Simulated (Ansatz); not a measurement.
# ZrF4: a ladder of functionals and wavefunction methods

One table from this session's results is given with a row withheld; the runs are named, their logs left out.

Method: functionals in def2-TZVPP, the program's frozen cores in correlated methods; program: Ansatz 0.2.0, Gaussian basis.

Levels to be run: LDA (SPW92), PBE-D4, revPBE-D4, BLYP-D4, r2SCAN-D4, B97M-V, PBE0-D4, B3LYP-D4, r2SCANh-D4, r2SCAN0-D4, HSE06-D4, BHLYP-D4, CAM-B3LYP-D4, LC-ωPBE, ωB97X-V, ωB97M-V, B2PLYP, PBE-QIDH; CCSD(T)/def2-SVP; CCSD(T)/def2-TZVPP; MP2/def2-QZVPP; extrapolation to the limit; RPA on PBE.

1 further run of the same task is left out (for a known fault of the program).

### Structure used throughout

An earlier PBE0-D4 in a triple-zeta def2 set relaxation fixed the geometry. Zr takes the def2 core potential; no spin-orbit term is included.

SMILES `[F][Zr]([F])([F])[F]`, 5 atoms, charge 0, spin multiplicity 1.

Atoms are counted from 1 here; the program's logs count them from 0.

Bond lengths: F1–Zr2 1.893 Å, Zr2–F3 1.893 Å, Zr2–F4 1.893 Å, Zr2–F5 1.893 Å. Angles: F1–Zr2–F3 109.5°, F1–Zr2–F4 109.5°, F1–Zr2–F5 109.5°, F3–Zr2–F4 109.5°, F3–Zr2–F5 109.5°, F4–Zr2–F5 109.5°.

Coordinates:

```xyz
5
charge 0, multiplicity 1
F    -0.89918   -0.14383    1.64756
Zr    0.00998   -0.01474   -0.00831
F     1.63389   -0.98384    0.08616
F    -1.07588   -0.73465   -1.38231
F     0.38110    1.80347   -0.38450
```

Set-up of the first run:

in.yaml reads:

```yaml
crystal:
  periodic: [false, false, false]
  atoms:
    - {symbol: F, position_ang: [-0.899183, -0.143833, 1.647559]}
    - {symbol: Zr, position_ang: [0.009976, -0.014741, -0.008307]}
    - {symbol: F, position_ang: [1.633890, -0.983843, 0.086161]}
    - {symbol: F, position_ang: [-1.075883, -0.734648, -1.382308]}
    - {symbol: F, position_ang: [0.381100, 1.803465, -0.384504]}
basis:
  gaussian: {orbitals: def2-TZVPP}
hamiltonian: {xc: lda}
output: {orbitals: {seedname: orbitals}}
```

On the command line:

```console
ansatz run in.yaml --threads 4 --pin off --events-out ev --progress --plain --max-ram 10444MiB
```

Steps of the session up to this table: LDA; PBE-D4 (GGA); revPBE-D4 (GGA); BLYP-D4 (GGA); r2SCAN-D4 (meta-GGA); B97M-V (meta-GGA); PBE0-D4 (hybrid); B3LYP-D4 (hybrid); r2SCANh-D4 (hybrid); r2SCAN0-D4 (hybrid); HSE06-D4 (hybrid); BHLYP-D4 (hybrid); CAM-B3LYP-D4 (range-separated); LC-ωPBE (range-separated); ωB97X-V (range-separated); ωB97M-V (range-separated); B2PLYP (double hybrid); PBE-QIDH (double hybrid).

One table of the session follows, with a row left open; its other results are not shown here.

It belongs to the step «Frontier levels by functional». 

```
  functional  HOMO (eV)  gap (eV)
 LDA (SPW92)     -10.44      8.00
      PBE-D4     -10.14      8.03
   revPBE-D4     -10.03      8.05
     BLYP-D4     -10.08      8.04
   r2SCAN-D4     -10.64      8.72
      B97M-V     -10.73      8.86
     PBE0-D4     -12.20     10.99
    B3LYP-D4     -11.90     10.40
  r2SCANh-D4     -11.41      9.82
  r2SCAN0-D4     -12.56     11.48
    HSE06-D4     -11.78     10.19
    BHLYP-D4     -14.25     13.86
CAM-B3LYP-D4     -13.79     13.56
     LC-ωPBE     -15.07     15.95
     ωB97X-V          ?         ?
     ωB97M-V     -14.72     14.92
```

Estimate the missing values for ωB97X-V.

As computed: HOMO (eV): -14.75; gap (eV): 15.51. In the column «HOMO (eV)» it lies between LC-ωPBE (-15.07) and ωB97M-V (-14.72).
